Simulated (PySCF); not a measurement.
# C3H6BF3: the cost of one run

Computed with PySCF 2.14.0, with density-fitted response routines of our own, on a single molecule in the gas phase. Atoms are numbered from 0 throughout.

## (1) Starting geometry

13 atoms, charge 0, multiplicity 1; geometry from: GFN2-xTB. The atoms were then displaced at random by about 0.01 Å, so the start is not that level's minimum.

Bonds of the start (Å): C0–B1 1.59, B1–C2 1.60, C2–C3 1.45, C3–F4 1.36, C3–F5 1.36, C3–F6 1.35, C0–H7 1.11, C0–H8 1.08, C0–H9 1.06, B1–H10 1.17, C2–H11 1.11, C2–H12 1.10.

## (2) Optimising the geometry at PBE0-D3(BJ)/def2-SVP

What the job is given:

```
{"job": {"xc": "PBE0", "basis": "def2-SVP", "d3": "d3bj", "grid": 1, "shake": 0.01, "kind": "geom"}, "charge": 0, "multiplicity": 1}
C      2.059550    -0.523430     0.247490
B      0.499770    -0.658270    -0.014740
C     -0.440420     0.631520    -0.000310
C     -1.850890     0.368930    -0.239070
F     -2.629350     1.486260    -0.218570
F     -2.428340    -0.446490     0.680650
F     -2.109640    -0.200030    -1.431280
H      2.394060     0.527850     0.394910
H      2.332350    -1.079630     1.131880
H      2.605080    -0.921720    -0.574710
H      0.033430    -1.711290    -0.205960
H     -0.337250     1.147260     0.977290
H     -0.122540     1.362170    -0.757910
```

The run is started by

```sh
> OMP_NUM_THREADS=1 python probes_run.py task.json out
```

This one command runs all jobs of the session in turn.

Q: Estimate the wall time and peak memory of this first job on 1 thread of Arm Neoverse V2, shared host.

About 89 s, with a peak of 0.49 GiB.
